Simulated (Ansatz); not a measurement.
# AlGaHO (sextet): wave-function methods side by side, cc-pVDZ

One table from this session's results is given with a row withheld; the runs are named, their logs left out.

Computed with Ansatz 0.2.0, Gaussian basis. Level: cc-pVDZ, core rule «outside noble gas», up to 20 orbitals frozen.

Plan: UHF; CCSD(T) on ROHF; CCSD(T) on UHF; BCCD(T) on ROHF; CISD as a restricted active space (open shells left free, so some higher excitations enter); CCSDT(Q) on ROHF; CCSDT(Q) on UHF; CASSCF and MRCISD+Q, 13 electrons in 11 orbitals; CASSCF and NEVPT2, 13 electrons in 11 orbitals.

28 further runs of the same task are left out: 1 for a known fault of the program, 15 that didn't finish, 12 set aside as unsound or not needed. Runs told in other sessions of the task aren't counted.

## The geometry

The geometry is a PBE0/def2-TZVP stationary point (not a proven minimum) of the parent state, kept for this charge and spin. No spin-orbit coupling is included. The filled d shell of Ga may be among the frozen orbitals whatever the setting's name suggests.

4 atoms, charge 0, spin multiplicity 6.

Atoms are counted from 1 here; the program's logs count them from 0.

Bond lengths: Ga1–Al2 2.517 Å, Al2–O3 1.752 Å, Al2–H4 1.586 Å. Angles: Ga1–Al2–O3 119.0°, Ga1–Al2–H4 123.6°, O3–Al2–H4 117.4°.

The first run:

File in.yaml:

```yaml
crystal:
  periodic: [false, false, false]
  atoms:
    - {symbol: Ga, position_ang: [0.000000, -0.063778, 1.117653]}
    - {symbol: Al, position_ang: [0.000000, 0.534774, -1.326746]}
    - {symbol: O, position_ang: [0.000000, -0.751594, -2.515678]}
    - {symbol: H, position_ang: [0.000000, 2.026705, -1.864334]}
basis:
  gaussian: {orbitals: cc-pVDZ}
magnetization: {spin_polarized: true, initial_magnetization: 5}
hamiltonian: {xc: hf}
output: {orbitals: {seedname: orbitals}}
```

On the command line:

```bash
$ ansatz run in.yaml --threads 1 --pin off --events-out ev --progress --plain --max-ram 2393MiB
```

Steps of the session up to this table: UHF; CCSD(T) on ROHF; CCSD(T) on UHF; BCCD(T) on ROHF; CISD as a restricted active space (open shells left free, so some higher excitations enter); CCSDT(Q) on ROHF; CCSDT(Q) on UHF; CASSCF and MRCISD+Q, 13 electrons in 11 orbitals; CASSCF and NEVPT2, 13 electrons in 11 orbitals.

One table of the session follows, with a row left open; its other results are not shown here.

| method | from RCCSDT(Q) (kcal/mol) |
| --- | --- |
| ROHF | +152.76 |
| UHF | +148.93 |
| RMP2 | +22.51 |
| UMP2 | +21.42 |
| RCCSD | +4.25 |
| UCCSD | +3.33 |
| RCCSD(T) | +1.02 |
| UCCSD(T) | +0.15 |
| BCCD(T) | +0.99 |
| RCCSDT | +0.27 |
| UCCSDT | -0.59 |
| RCCSDT(Q) | 0 |
| UCCSDT(Q) | -0.92 |
| CASSCF frontier | +119.49 |
| NEVPT2 frontier | +31.21 |
| MRCISD frontier | ? |
| MRCISD+Q frontier | +2.16 |

**Question.** Estimate the row for MRCISD frontier.

**Answer.** from RCCSDT(Q) (kcal/mol): +10.26. In the column «from RCCSDT(Q) (kcal/mol)» it lies between RCCSD (+4.25) and UMP2 (+21.42).

Not comparable, so not listed: CISD as a restricted active space (open shells left free, so some higher excitations enter) (they don't share determinant, frozen orbitals or solution with the rows shown, or repeat one).

Limits of these values: Restricted and unrestricted rows rest on different reference determinants; a gap between their highest levels can come from leftover correlation error, from unlike frozen cores or from another state.
